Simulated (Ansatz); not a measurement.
# FeSi: the cost of one run

Computed with Ansatz 0.2.0 (DFT LDA, scalar-relativistic, plane waves, PAW, unless a step's input says otherwise).

The COD entry's cell or inner coordinates are ideal or old and differ from later refinements, so a difference from it is no clean test against experiment.

**1. The structure to begin with**

It takes space group P2_13 (No. 198, cubic). The conventional cell has a = 4.530 Å, b = 4.530 Å, c = 4.530 Å, α = 90.00°, β = 90.00°, γ = 90.00°. Fe (site symmetry 3) is surrounded by 7 Si at 2.30 to 2.59 Å. Si (site symmetry 3) is surrounded by 7 Fe at 2.30 to 2.59 Å.

Structure file:

```cif
data_structure
_symmetry_space_group_name_H-M 'P2_13'
_symmetry_Int_Tables_number 198
_cell_length_a 4.5300
_cell_length_b 4.5300
_cell_length_c 4.5300
_cell_angle_alpha 90.000
_cell_angle_beta 90.000
_cell_angle_gamma 90.000
_cell_volume 92.96
loop_
_atom_site_label
_atom_site_type_symbol
_atom_site_symmetry_multiplicity
_atom_site_Wyckoff_symbol
_atom_site_fract_x
_atom_site_fract_y
_atom_site_fract_z
_atom_site_occupancy
Fe1 Fe 4 a 0.13049 0.13049 0.13049 1
Si1 Si 4 a 0.83795 0.83795 0.83795 1
```

It is the end of an earlier run, which began from a cell of the Crystallography Open Database.

**2. Phonons: FeSi, no spin**

It takes the final geometry of an earlier run.

input.yaml reads:

```yaml
crystal:
  lattice:
    - [4.53, 0.0, 0.0]
    - [0.0, 4.53, 0.0]
    - [0.0, 0.0, 4.53]
  atoms:
    - { symbol: Fe, position: [0.1304889548, 0.1304889548, 0.1304889548] }
    - { symbol: Fe, position: [0.3695110452, 0.8695110452, 0.6304889548] }
    - { symbol: Fe, position: [0.6304889548, 0.3695110452, 0.8695110452] }
    - { symbol: Fe, position: [0.8695110452, 0.6304889548, 0.3695110452] }
    - { symbol: Si, position: [0.8379472439, 0.8379472439, 0.8379472439] }
    - { symbol: Si, position: [0.6620527561, 0.1620527561, 0.3379472439] }
    - { symbol: Si, position: [0.3379472439, 0.6620527561, 0.1620527561] }
    - { symbol: Si, position: [0.1620527561, 0.3379472439, 0.6620527561] }
scf:
  occupations: { method: fixed }
output: {}
hamiltonian:
  xc: lda
phonons:
  method: dfpt
  dielectric: true
  rigid_motions: translations
  eigenvectors: true
kpoints:
  mp_grid: { grid: [8, 8, 8] }
```

Run with:

```sh
> ansatz run input.yaml --threads 4 --pin off --max-ram 8192MiB --backend cpu --events-out ev --progress --plain --runs-dir out
```

**Question.** How long does this run take on 4 threads of Intel Xeon Platinum 8375C at 2.90GHz (Ice Lake), shared host, and how much memory does it need?

About 3 min, with a peak of 4.8 GiB.
